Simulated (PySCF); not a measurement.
# InHF (SMILES [F][InH]): U-r2SCAN/STO-3G

What is the energy change on altering one bond length of InHF at U-r2SCAN/STO-3G? 

Program for the calculation: PySCF 2.14.0.

16 further runs of the same task are left out: 6 that didn't finish, 10 set aside as unsound or not needed.

### Step 1. The molecule

InHF: 3 atoms, total charge 0, spin state doublet. As SMILES, `[F][InH]`. The coordinates come from a PBE0-D4/def2-TZVP relaxation.

Bond lengths: F1–In2 1.970 Å, In2–H3 1.779 Å. Angles: F1–In2–H3 113.8°.

### Step 2. The energy at U-r2SCAN/STO-3G

Input file run.py:

```python
from pyscf import gto, dft

molecule = gto.M(
    atom='''
F      2.056778     1.869884     1.312037
In    -0.987382     0.671042    -0.462605
H     -1.090183    -2.663380    -0.874565
''',
    basis='sto-3g',
    max_memory=1860,
    spin=1,
    verbose=4,
    unit='bohr',
)

ks = dft.UKS(molecule)
ks.xc = 'r2scan'
ks.conv_tol = 1e-10
ks.grids.level = 5
ks.kernel()
if not ks.converged:
    ks = ks.newton().run(ks.mo_coeff, ks.mo_occ)

e_tot = ks.e_tot
print('Final energy', e_tot)
```

The run is started by

```bash
$ OMP_NUM_THREADS=1 python run.py
```

The log of the run:

```text
PySCF version 2.14.0

[INPUT] num. atoms = 3
[INPUT] num. electrons = 59
[INPUT] charge = 0
[INPUT] spin (= nelec alpha-beta = 2S) = 1
[INPUT] symmetry False subgroup None
[INPUT] Mole.unit = bohr
[INPUT] Symbol           X                Y                Z      unit          X                Y                Z       unit  Magmom
[INPUT]  1 F      1.088400045522   0.989499999864   0.694300080284 AA    2.056778000000   1.869884000000   1.312037000000 Bohr   0.0
[INPUT]  2 In    -0.522500052873   0.355100133970  -0.244800023658 AA   -0.987382000000   0.671042000000  -0.462605000000 Bohr   0.0
[INPUT]  3 H     -0.576899999332  -1.409400000020  -0.462799867468 AA   -1.090183000000  -2.663380000000  -0.874565000000 Bohr   0.0

nuclear repulsion = 134.577506505405
number of shells = 15
number of NR pGTOs = 99
number of NR cGTOs = 33
basis = sto-3g
ecp = {}

******** <class 'pyscf.dft.uks.UKS'> ********
method = UKS
initial guess = minao
damping factor = 0
level_shift factor = 0
DIIS = <class 'pyscf.scf.diis.CDIIS'>
diis_start_cycle = 1
diis_space = 8
diis_damp = 0
SCF conv_tol = 1e-10
SCF conv_tol_grad = None
SCF max_cycles = 50
direct_scf = True
direct_scf_tol = 1e-13
number electrons alpha = 30  beta = 29
XC library pyscf.dft.libxc version 7.0.0
    S. Lehtola, C. Steigemann, M. J.T. Oliveira, and M. A.L. Marques.,  SoftwareX 7, 1–5 (2018)
XC functionals = r2scan
    J. W. Furness, A. D. Kaplan, J. Ning, J. P. Perdew, and J. Sun.,  J. Phys. Chem. Lett. 11, 8208-8215 (2020)
    J. W. Furness, A. D. Kaplan, J. Ning, J. P. Perdew, and J. Sun.,  J. Phys. Chem. Lett. 11, 9248-9248 (2020)
    J. W. Furness, A. D. Kaplan, J. Ning, J. P. Perdew, and J. Sun.,  J. Phys. Chem. Lett. 11, 8208-8215 (2020)
    J. W. Furness, A. D. Kaplan, J. Ning, J. P. Perdew, and J. Sun.,  J. Phys. Chem. Lett. 11, 9248-9248 (2020)
radial grids:
    Treutler-Ahlrichs [JCP 102, 346 (1995); DOI:10.1063/1.469408] (M4) radial grids

becke partition: Becke, JCP 88, 2547 (1988); DOI:10.1063/1.454033
pruning grids: <function nwchem_prune>
grids dens level: 5
symmetrized grids: False
atomic radii adjust function: <function treutler_atomic_radii_adjust>
small_rho_cutoff = 0
Set gradient conv threshold to 1e-05
tot grids = 114744
init E= -5769.03599569376
[... the frontier-level lines of each cycle are left out ...]


cycle= 1 E= -5783.86487773306  delta_E= -14.8  |g|= 0.275  |ddm|= 1.49
cycle= 2 E= -5781.28104541788  delta_E= 2.58  |g|= 1.99  |ddm|= 2.48
cycle= 3 E= -5783.91540144419  delta_E= -2.63  |g|= 0.191  |ddm|= 1.96
cycle= 4 E= -5783.94670241976  delta_E= -0.0313  |g|= 0.0362  |ddm|= 0.353
cycle= 5 E= -5783.94782869617  delta_E= -0.00113  |g|= 0.0136  |ddm|= 0.0979
cycle= 6 E= -5783.94801877506  delta_E= -0.00019  |g|= 0.000621  |ddm|= 0.0266
cycle= 7 E= -5783.9480192249  delta_E= -4.5e-07  |g|= 0.000123  |ddm|= 0.00166
cycle= 8 E= -5783.94801924737  delta_E= -2.25e-08  |g|= 4.92e-05  |ddm|= 0.000442
cycle= 9 E= -5783.94801925055  delta_E= -3.18e-09  |g|= 1.85e-05  |ddm|= 0.00017
cycle= 10 E= -5783.94801925095  delta_E= -4.04e-10  |g|= 3.9e-06  |ddm|= 5.16e-05
cycle= 11 E= -5783.94801925096  delta_E= -7.28e-12  |g|= 2.92e-07  |ddm|= 9.53e-06
Extra cycle  E= -5783.94801925099  delta_E= -2.55e-11  |g|= 9.14e-07  |ddm|= 2.07e-06
converged SCF energy = -5783.94801925099  <S^2> = 0.75442503  2S+1 = 2.0044201
Final energy -5783.948019250986
```

Run time: 14 s. Hardware: 1 thread of Arm Neoverse N1, shared host; peak memory 0.25 GiB.

### Step 3. The distorted shape, same level

Input file calc.py:

```python
from pyscf import gto, dft

molecule = gto.M(
    atom=[
    ('F', (1.410552, 1.116369, 0.882104)),
    ('In', (-0.522500, 0.355100, -0.244800)),
    ('H', (-0.576900, -1.409400, -0.462800)),
],
    verbose=3,
    spin=1,
    basis='sto-3g',
    max_memory=1860,
)

myscf = dft.UKS(molecule, xc='r2scan')
myscf.conv_tol = 1e-10
myscf.grids.level = 5
myscf.kernel()
if not myscf.converged:
    myscf = myscf.newton().run(myscf.mo_coeff, myscf.mo_occ)

e_tot = myscf.e_tot
print('Final energy', e_tot)
```

The run is started by

```bash
$ OMP_NUM_THREADS=1 python calc.py
```

The log of the run:

```text
WARN: HOMO -0.48273646113893 >= LUMO -0.482736461138929

converged SCF energy = -5783.89288631952  <S^2> = 0.75806522  2S+1 = 2.008049
Final energy -5783.892886319521
```

Run time: 15 s. Hardware: 1 thread of Arm Neoverse N1, shared host; peak memory 0.25 GiB.

### Step 4. What came out

At U-r2SCAN/STO-3G:

| quantity | value |
| --- | --- |
| first shape: total energy | -5783.94802 Eh |
| first shape: dipole moment | 0.75 D |
| first shape: HOMO energy (highest over α and β) | -1.16 eV |
| first shape: LUMO energy (lowest over α and β) | 0.62 eV |
| first shape: ⟨S²⟩ | 0.754 |
| distorted shape: total energy | -5783.89289 Eh |
| distorted shape: dipole moment | 1.35 D |
| distorted shape: HOMO energy (highest over α and β) | -1.48 eV |
| distorted shape: LUMO energy (lowest over α and β) | 0.19 eV |
| distorted shape: ⟨S²⟩ | 0.758 |
| energy change with the F1–In2 bond stretched from 1.970 to 2.364 Å | 1.500 eV |

**Reading.** With the F1–In2 bond stretched from 1.970 to 2.364 Å the energy rises by 1.50 eV (145 kJ/mol). The first shape isn't relaxed at this level, so the change isn't measured from a minimum. The minimal basis adds a large error of its own. Mulliken charges (first shape) run from -0.19 on F1 to +0.35 on In2; they depend strongly on the basis. Relativity is left out (first shape) although the molecule holds a heavy atom. Mulliken charges (distorted shape) run from -0.18 on F1 to +0.34 on In2; they depend strongly on the basis. Relativity is left out (distorted shape) although the molecule holds a heavy atom.
